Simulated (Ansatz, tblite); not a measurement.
# The cluster Ge₃F₆: one state, many levels

How do method and basis change the picture of the cluster Ge₃F₆ (singlet)?

The runs use Ansatz 0.2.0, Gaussian basis; as each input shows.

The runs, in order: GFN1-xTB, GFN2-xTB, PBE-D4/def2-TZVP, r2SCAN-D4/def2-TZVP, HF/def2-TZVP, PBE-D4/def2-SVP, PBE0-D4/def2-SVP, HF/STO-3G, MP2/def2-TZVP.

2 further runs of the same task are left out: 2 set aside as unsound or not needed.

**1. The geometry**

The singlet was relaxed beforehand with PBE-D4/def2-SVP. At that level it is the lowest of the isomers that a small search found.

9 atoms, charge 0, spin multiplicity 1.

Bond lengths: Ge1–F4 1.985 Å, Ge1–F6 2.006 Å, Ge1–F9 1.769 Å, Ge2–F6 1.986 Å, Ge2–F7 1.790 Å, Ge2–F8 1.963 Å, Ge3–F4 2.005 Å, Ge3–F5 1.768 Å, Ge3–F8 2.035 Å. Angles: F4–Ge1–F6 87.8°, F4–Ge1–F9 93.5°, F6–Ge1–F9 91.3°, F6–Ge2–F7 91.8°, F6–Ge2–F8 90.0°, F7–Ge2–F8 88.2°, F4–Ge3–F5 92.7°, F4–Ge3–F8 86.8°, F5–Ge3–F8 91.3°, Ge1–F4–Ge3 137.4°, Ge1–F6–Ge2 136.1°, Ge2–F8–Ge3 123.9°.

PBE0-D4/def2-TZVP was run before; its log isn't repeated, and its numbers join the tables.

**2. GFN1-xTB**

Tight binding, by tblite at 300 K electronic temperature and without a spin-polarisation term:

```python
tblite.interface.Calculator('GFN1-xTB', numbers, positions, charge=0, uhf=0).singlepoint()
```

Energy -979.5376 eV, HOMO -10.50 eV, LUMO -6.07 eV; 0.027 s.

**3. GFN2-xTB**

Tight binding, by tblite at 300 K electronic temperature and without a spin-polarisation term:

```python
tblite.interface.Calculator('GFN2-xTB', numbers, positions, charge=0, uhf=0).singlepoint()
```

Energy -943.4218 eV, HOMO -12.48 eV, LUMO -6.38 eV; 0.026 s.

**4. PBE-D4/def2-TZVP**

start.molden holds the orbitals of an earlier run on this state, given as this run's starting guess.

Input file in.yaml:

```yaml
crystal:
  periodic: [false, false, false]
  atoms:
    - {symbol: Ge, position_ang: [0.591405, -1.435351, -1.506675]}
    - {symbol: Ge, position_ang: [1.686289, 0.881615, 1.166596]}
    - {symbol: Ge, position_ang: [-1.767202, 0.248043, 0.822252]}
    - {symbol: F, position_ang: [-0.845229, -1.243896, -0.150294]}
    - {symbol: F, position_ang: [-2.517925, 0.858656, -0.656909]}
    - {symbol: F, position_ang: [1.833082, -0.547129, -0.204637]}
    - {symbol: F, position_ang: [0.888166, -0.229814, 2.321065]}
    - {symbol: F, position_ang: [-0.092575, 1.352840, 0.483494]}
    - {symbol: F, position_ang: [0.224000, 0.115045, -2.274892]}
basis:
  gaussian: {orbitals: def2-TZVP, initial_orbitals: start.molden}
hamiltonian: {xc: pbe, dispersion: d4}
scf: {omitted_lower_state_checks: [starts]}
output: {forces: true, orbitals: {seedname: orbitals}}
```

Launch:

```
$ ansatz run in.yaml --threads 4 --pin off --events-out ev --progress --plain --max-ram 6963MiB
```

Log (excerpt; [...] marks lines left out):

```text
Functional definition: PBE
  name "PBE"
  cite "Perdew, Burke & Ernzerhof, Phys. Rev. Lett. 77, 3865 (1996) doi:10.1103/PhysRevLett.77.3865"
  parent pbe
[...]
2010 factors; their error is unknown
[...]
mean field -185830.86987841 eV, -6829.1585073438 hartree, gradient 2.4e-5 eV, S^2 0.000000; 0 other end points of the search recorded, 0 dependent functions left out
[...]
reference -185830.86991617 eV, -6829.1585087316 hartree; 75, 75 occupied and 255, 255 virtual orbitals, 2010 factors
Total energy: -185831.25251243 eV, -6829.1725688849 hartree
Atom 0 at     0.591405    -1.435351    -1.506675 Å, force    -0.002709    -0.046953    -0.005860 eV/Å
Atom 1 at     1.686289     0.881615     1.166596 Å, force    -0.006989     0.034448     0.017108 eV/Å
Atom 2 at    -1.767202     0.248043     0.822252 Å, force    -0.023970    -0.007666     0.036670 eV/Å
Atom 3 at    -0.845229    -1.243896    -0.150294 Å, force    -0.030524    -0.054688    -0.007573 eV/Å
Atom 4 at    -2.517925     0.858656    -0.656909 Å, force    -0.057816     0.037975    -0.046615 eV/Å
Atom 5 at     1.833082    -0.547129    -0.204637 Å, force     0.047389    -0.014290    -0.002082 eV/Å
Atom 6 at     0.888166    -0.229814     2.321065 Å, force     0.066088    -0.036601     0.077272 eV/Å
Atom 7 at    -0.092575     1.352840     0.483494 Å, force    -0.005289     0.069515     0.016567 eV/Å
Atom 8 at     0.224000     0.115045    -2.274892 Å, force     0.013821     0.018259    -0.085488 eV/Å
Dipole moment:     0.313588    -0.187454     0.253570 e Å
Checks for a lower state left out: starts
```

It took 17 s on 4 threads of Intel Xeon at 2.50GHz, shared host.

Report: HOMO -7.17 eV, LUMO -2.30 eV.

**5. r2SCAN-D4/def2-TZVP**

Edit in.yaml of step 4 so:

```diff
@@ -14,4 +14,4 @@
   gaussian: {orbitals: def2-TZVP, initial_orbitals: start.molden}
-hamiltonian: {xc: pbe, dispersion: d4}
+hamiltonian: {xc: r2scan, dispersion: d4}
 scf: {omitted_lower_state_checks: [starts]}
-output: {forces: true, orbitals: {seedname: orbitals}}
+output: {orbitals: {seedname: orbitals}}
```

Launched as before.

Log:

```text
Functional definition: r2SCAN
  name "r2SCAN"
  cite "Furness, Kaplan, Ning, Perdew & Sun, J. Phys. Chem. Lett. 11, 8208 (2020) doi:10.1021/acs.jpclett.0c02405"
  cite "Furness, Kaplan, Ning, Perdew & Sun, J. Phys. Chem. Lett. 11, 9248 (2020) doi:10.1021/acs.jpclett.0c03077"
  parent r2scan
  parameter k0 = 0.174
  parameter k1 = 0.065
  parameter a1 = 4.9479
  exchange = r2scan_x(k0 = k0, k1 = k1, a1 = a1)
  correlation = r2scan_c
these checks for a lower state are left out or cut short: starts
2010 factors; their error is unknown
mean field evaluation 1: about -185864.0303 eV, gradient 1.1e1 eV
mean field evaluation 2: about -185864.1213 eV, gradient 1.3e-1 eV
mean field evaluation 4: about -185864.0940 eV, gradient 2.0e-4 eV
mean field -185864.09401153 eV, -6830.3794717160 hartree, gradient 1.2e-5 eV, S^2 0.000000; 0 other end points of the search recorded, 0 dependent functions left out
reference -185864.09402202 eV, -6830.3794721014 hartree; 75, 75 occupied and 255, 255 virtual orbitals, 2010 factors
Total energy: -185864.18401917 eV, -6830.3827794358 hartree
Checks for a lower state left out: starts
```

It took 24 s on 4 threads of Intel Xeon at 2.50GHz, shared host.

Report: HOMO -7.51 eV, LUMO -2.16 eV.

**6. HF/def2-TZVP**

Edit in.yaml of step 5 so:

```diff
@@ -14,3 +14,3 @@
   gaussian: {orbitals: def2-TZVP, initial_orbitals: start.molden}
-hamiltonian: {xc: r2scan, dispersion: d4}
+hamiltonian: {xc: hf}
 scf: {omitted_lower_state_checks: [starts]}
```

Same command.

Log:

```text
Functional definition: HF
  name "HF"
  cite "Fock, Z. Phys. 61, 126 (1930) doi:10.1007/BF01340294"
  parent pbe
  exchange = exact_x
  correlation = 0
these checks for a lower state are left out or cut short: starts
2577 factors; their error is unknown
mean field evaluation 1: about -185665.0077 eV, gradient 5.3e1 eV
mean field evaluation 2: about -185667.4601 eV, gradient 2.8e0 eV
mean field evaluation 4: about -185671.1544 eV, gradient 8.7e-1 eV
mean field -185671.15494540 eV, -6823.2890918146 hartree, gradient 1.7e-5 eV, S^2 0.000000; 0 other end points of the search recorded, 0 dependent functions left out
reference -185671.15494540 eV, -6823.2890918146 hartree; 75, 75 occupied and 255, 255 virtual orbitals, 2577 factors
Total energy: -185671.15494540 eV, -6823.2890918146 hartree
Checks for a lower state left out: starts
```

It took 30 s on 4 threads of Intel Xeon at 2.50GHz, shared host; peak memory 2.2 GiB.

From the report: HOMO -11.06 eV, LUMO 1.74 eV.

**7. PBE-D4/def2-SVP**

Edit in.yaml of step 6 so:

```diff
@@ -13,4 +13,4 @@
 basis:
-  gaussian: {orbitals: def2-TZVP, initial_orbitals: start.molden}
-hamiltonian: {xc: hf}
+  gaussian: {orbitals: def2-SVP, initial_orbitals: start.molden}
+hamiltonian: {xc: pbe, dispersion: d4}
 scf: {omitted_lower_state_checks: [starts]}
```

Launched as before.

Log:

```text
Functional definition: PBE
  name "PBE"
  cite "Perdew, Burke & Ernzerhof, Phys. Rev. Lett. 77, 3865 (1996) doi:10.1103/PhysRevLett.77.3865"
  parent pbe
  parameter kappa = 0.804
  parameter beta = 0.06672455060314922
  exchange = pbe_x(kappa = kappa, mu = beta*pi^2/3)
  correlation = pbe_c(beta = beta)
these checks for a lower state are left out or cut short: starts
1941 factors; their error is unknown
mean field evaluation 1: about -185788.4323 eV, gradient 1.9e1 eV
mean field evaluation 2: about -185789.2125 eV, gradient 5.9e-1 eV
mean field evaluation 4: about -185789.0603 eV, gradient 8.0e-2 eV
mean field -185789.06026519 eV, -6827.6220323977 hartree, gradient 4.3e-5 eV, S^2 0.000000; 0 other end points of the search recorded, 0 dependent functions left out
reference -185789.06030562 eV, -6827.6220338833 hartree; 75, 75 occupied and 105, 105 virtual orbitals, 1941 factors
Total energy: -185789.44290188 eV, -6827.6360940366 hartree
Checks for a lower state left out: starts
```

Wall time 7.5 s (4 threads of Intel Xeon at 2.50GHz, shared host).

Report: HOMO -6.99 eV, LUMO -2.06 eV.

**8. PBE0-D4/def2-SVP**

Edit in.yaml of step 7 so:

```diff
@@ -14,3 +14,3 @@
   gaussian: {orbitals: def2-SVP, initial_orbitals: start.molden}
-hamiltonian: {xc: pbe, dispersion: d4}
+hamiltonian: {xc: pbe0, dispersion: d4}
 scf: {omitted_lower_state_checks: [starts]}
```

Launched as before.

Log:

```text
Functional definition: PBE0
  name "PBE0"
  cite "Adamo & Barone, J. Chem. Phys. 110, 6158 (1999) doi:10.1063/1.478522"
  cite "Perdew, Burke & Ernzerhof, Phys. Rev. Lett. 77, 3865 (1996) doi:10.1103/PhysRevLett.77.3865"
  parent pbe
  parameter a = 0.25
  parameter kappa = 0.804
  parameter beta = 0.06672455060314922
  exchange = (1 - a)*pbe_x(kappa = kappa, mu = beta*pi^2/3) + a*exact_x
  correlation = pbe_c(beta = beta)
these checks for a lower state are left out or cut short: starts
1706 factors; integrals over basis functions are off by at most 4.0e-4 eV
mean field evaluation 1: about -185792.1300 eV, gradient 1.5e1 eV
mean field evaluation 2: about -185792.5361 eV, gradient 2.9e-1 eV
mean field evaluation 4: about -185792.5944 eV, gradient 3.3e-4 eV
mean field -185792.59437113 eV, -6827.7519083953 hartree, gradient 1.7e-5 eV, S^2 0.000000; 0 other end points of the search recorded, 0 dependent functions left out
reference -185792.59440159 eV, -6827.7519095150 hartree; 75, 75 occupied and 105, 105 virtual orbitals, 1706 factors
Total energy: -185792.92573821 eV, -6827.7640859109 hartree
Checks for a lower state left out: starts
```

Wall time 12 s (4 threads of Intel Xeon at 2.50GHz, shared host).

Report: HOMO -8.26 eV, LUMO -1.28 eV.

**9. HF/STO-3G**

Edit in.yaml of step 8 so:

```diff
@@ -13,4 +13,4 @@
 basis:
-  gaussian: {orbitals: def2-SVP, initial_orbitals: start.molden}
-hamiltonian: {xc: pbe0, dispersion: d4}
+  gaussian: {orbitals: STO-3G}
+hamiltonian: {xc: hf}
 scf: {omitted_lower_state_checks: [starts]}
```

The command is unchanged.

Log:

```text
Functional definition: HF
  name "HF"
  cite "Fock, Z. Phys. 61, 126 (1930) doi:10.1007/BF01340294"
  parent pbe
  exchange = exact_x
  correlation = 0
these checks for a lower state are left out or cut short: starts
987 factors; integrals over basis functions are off by at most 2.8e-5 eV
mean field evaluation 1: about -183495.5379 eV, gradient 3.4e1 eV
mean field evaluation 2: about -183495.7650 eV, gradient 3.4e1 eV
mean field evaluation 4: about -183502.3589 eV, gradient 2.5e0 eV
mean field evaluation 8: about -183502.4183 eV, gradient 3.5e-4 eV
mean field -183502.41830285 eV, -6743.5894902234 hartree, gradient 2.6e-5 eV, S^2 0.000000; 0 other end points of the search recorded, 0 dependent functions left out
reference -183502.41830285 eV, -6743.5894902234 hartree; 75, 75 occupied and 9, 9 virtual orbitals, 987 factors
Total energy: -183502.41830285 eV, -6743.5894902234 hartree
Checks for a lower state left out: starts
```

It took 2.8 s on 4 threads of Intel Xeon at 2.50GHz, shared host.

From the report: HOMO -6.67 eV, LUMO 6.35 eV.

**10. MP2/def2-TZVP**

Edit in.yaml of step 9 so:

```diff
@@ -13,4 +13,4 @@
 basis:
-  gaussian: {orbitals: STO-3G}
-hamiltonian: {xc: hf}
+  gaussian: {orbitals: def2-TZVP, initial_orbitals: start.molden}
+correlation: {method: mp2}
 scf: {omitted_lower_state_checks: [starts]}
```

Launched as before.

Log:

```text
Functional definition: HF
  name "HF"
  cite "Fock, Z. Phys. 61, 126 (1930) doi:10.1007/BF01340294"
  parent pbe
  exchange = exact_x
  correlation = 0
these checks for a lower state are left out or cut short: starts
2229 factors; integrals over basis functions are off by at most 7.9e-4 eV
mean field evaluation 1: about -185668.1810 eV, gradient 5.3e1 eV
mean field evaluation 2: about -185670.6653 eV, gradient 2.9e0 eV
mean field evaluation 4: about -185671.1494 eV, gradient 2.3e0 eV
mean field evaluation 8: about -185671.1570 eV, gradient 4.9e-4 eV
mean field -185671.15700804 eV, -6823.2891676151 hartree, gradient 7.6e-6 eV, S^2 0.000000; 0 other end points of the search recorded, 0 dependent functions left out
33 core orbitals not correlated: weight in the atoms' cores, before any rotation towards them, 1.000 or more for the frozen orbitals, at most 0.000 for the correlated occupied ones
reference -185671.15700804 eV, -6823.2891676151 hartree; 42, 42 occupied and 255, 255 virtual orbitals, 2229 factors
second order -60.01196036 eV of doubles, -0.00000000 eV of singles
Total energy: -185731.16896840 eV, -6825.4945664809 hartree
Checks for a lower state left out: starts
```

Wall time 44 s (4 threads of Intel Xeon at 2.50GHz, shared host); peak memory 1.4 GiB.

Hartree-Fock HOMO -11.06 eV, LUMO 1.74 eV.

**11. Comparison**

| level | functions | HOMO (eV) | LUMO (eV) | gap (eV) | time |
| --- | --- | --- | --- | --- | --- |
| HF/STO-3G | 84 | -6.67 | 6.35 | 13.03 | 2.8 s |
| HF/def2-TZVP | 330 | -11.06 | 1.74 | 12.80 | 30 s |
| PBE-D4/def2-SVP | 180 | -6.99 | -2.06 | 4.93 | 7.5 s |
| PBE-D4/def2-TZVP | 330 | -7.17 | -2.30 | 4.87 | 17 s |
| r2SCAN-D4/def2-TZVP | 330 | -7.51 | -2.16 | 5.36 | 24 s |
| PBE0-D4/def2-SVP | 180 | -8.26 | -1.28 | 6.97 | 12 s |
| PBE0-D4/def2-TZVP | 330 | -8.38 | -1.50 | 6.88 | 31 s |

The pieces so far (eV):

| basis | HF | MP2 correlation | total |
| --- | --- | --- | --- |
| def2-TZVP | -185671.1570 | -60.0120 | -185731.1690 (MP2) |

**12. Binding energy**

Free atoms were run apart at each level; binding is atoms less cluster, divided by the number of atoms, without zero-point or spin-orbit terms.

| level | binding an atom (eV) |
| --- | --- |
| HF/STO-3G | 2.303 |
| HF/def2-TZVP | 2.586 |
| PBE-D4/def2-SVP | 4.155 |
| PBE-D4/def2-TZVP | 4.089 |
| r2SCAN-D4/def2-TZVP | 3.951 |
| PBE0-D4/def2-SVP | 3.884 |
| PBE0-D4/def2-TZVP | 3.850 |
| MP2/def2-TZVP | 4.014 |

**13. Results**

| quantity | value |
| --- | --- |
| gap in def2-TZVP, named functionals and Hartree-Fock, smallest and largest | 4.87 eV (PBE-D4), 12.80 eV (HF) |
| correlation energy, MP2/def2-TZVP | -60.01 eV |
| binding an atom, functionals in def2-TZVP | 3.85 (PBE0-D4) to 4.09 eV (PBE-D4) |
| PBE0 total energy, smallest basis above largest | 41.69 eV (def2-SVP, def2-TZVP) |

Orbital gaps of the named functionals and Hartree-Fock in def2-TZVP span 4.87 eV (PBE-D4) to 12.80 eV (HF); exact exchange widens it.

The slowest run with a step of its own, MP2/def2-TZVP, took 44 s; the quickest functional in def2-TZVP took 17 s (shared host).
